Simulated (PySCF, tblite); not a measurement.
# C5H7F3OSi: geometry, infrared bands and NMR shifts

Aim: predict the infrared bands and NMR shifts of C5H7F3OSi (`O=C/C([SiH3])=C\C(F)(F)CF`).

Programs: tblite 0.8.0 and PySCF 2.14.0, with density-fitted response routines of our own. Each step states its level of theory. These are calculated values for one molecule in the gas phase, unless marked as measured. Atoms are numbered from 0 throughout.

**1. The molecule as given**

17 atoms, charge 0, multiplicity 1; geometry from: force field or distance geometry start.

Bonds of the start (Å): O0–C1 1.22, C1–C2 1.47, C2–Si3 1.83, C2–C4 1.36, C4–C5 1.51, C5–F6 1.37, C5–F7 1.36, C5–C8 1.52, C8–F9 1.37, C1–H10 1.11, Si3–H11 1.48, Si3–H12 1.48, Si3–H13 1.49, C4–H14 1.09, C8–H15 1.10, C8–H16 1.09.

**2. Relaxing the molecule with GFN2-xTB**

Job settings and geometry (Å):

```
{"job": {"kind": "relax", "xc": "GFN2-xTB", "basis": "xTB"}, "charge": 0, "multiplicity": 1}
O      0.291900     0.477900     2.306700
C      1.189200     0.353700     1.488900
C      0.978500    -0.173100     0.127900
Si     2.373300    -1.128100    -0.569600
C     -0.189900     0.058300    -0.520700
C     -1.357600     0.921100    -0.112400
F     -0.932400     2.042400     0.541100
F     -1.943300     1.404200    -1.241200
C     -2.411000     0.195400     0.711700
F     -2.862600    -0.910800     0.051200
H      2.235300     0.585600     1.765000
H      2.190300    -1.344600    -2.018400
H      3.634700    -0.396200    -0.316900
H      2.465200    -2.454700     0.109200
H     -0.339300    -0.355000    -1.519000
H     -3.281900     0.852900     0.881700
H     -2.047600    -0.117100     1.691500
```

Command:

```bash
$ OMP_NUM_THREADS=1 python probes_run.py task.json out
```

The driver reads the jobs from task.json and runs them one after another.

**Question.** This job is followed by: GFN2-xTB harmonic vibrations, gas phase; GIAO PBE0/pcSseg-1 NMR shielding, non-relativistic, gas phase. Predict these results of the whole session: strongest single infrared mode (GFN2-xTB); zero-point energy (GFN2-xTB); ¹³C shifts against TMS (PBE0/pcSseg-1); ¹H shifts against TMS (PBE0/pcSseg-1, means over atoms taken as alike); ¹⁷O shifts against H2O (PBE0/pcSseg-1); ²⁹Si shifts against TMS (PBE0/pcSseg-1); ¹⁹F shifts against CFCl3 (PBE0/pcSseg-1, means over atoms taken as alike).

**Answer**, as computed:

| quantity | value |
| --- | --- |
| strongest single infrared mode (GFN2-xTB) | 1753 cm⁻¹, 315 km/mol |
| zero-point energy (GFN2-xTB) | 65.7 kcal/mol |
| ¹³C shifts against TMS (PBE0/pcSseg-1) | 205.0, 154.8, 149.8, 125.1, 95.7 ppm |
| ¹H shifts against TMS (PBE0/pcSseg-1, means over atoms taken as alike) | 10.45, 6.59, 5.21, 4.37 ppm |
| ¹⁷O shifts against H2O (PBE0/pcSseg-1) | 703.7 ppm |
| ²⁹Si shifts against TMS (PBE0/pcSseg-1) | -70.6 ppm |
| ¹⁹F shifts against CFCl3 (PBE0/pcSseg-1, means over atoms taken as alike) | -122.6, -268.9 ppm |

What this shows: Over 78 steps the energy fell by 0.223 eV; of the close pairs, C2–Si3 changed most, 1.829 to 1.903 Å. No mode is imaginary among the 45: a minimum at this level. The strongest single mode, at 1753 cm⁻¹, moves mainly C1 and O0. Unscaled tight-binding wavenumbers are off by several per cent, some by more. Its intensities can rank the bands wrongly. The most deshielded carbon is C1 (aldehyde carbonyl carbon), at 205.0 ppm: the double bond to the heteroatom, with no lone-pair donor beside it, deshields it most. H10 (hydrogen on an aldehyde carbonyl carbon) lies farthest downfield among hydrogen, at 10.45 ppm; the C=O anisotropy and electron withdrawal place aldehyde protons far downfield. At PBE0/pcSseg-1: The largest span, 1402 ppm, is at O0, where the paramagnetic term is -769 ppm.
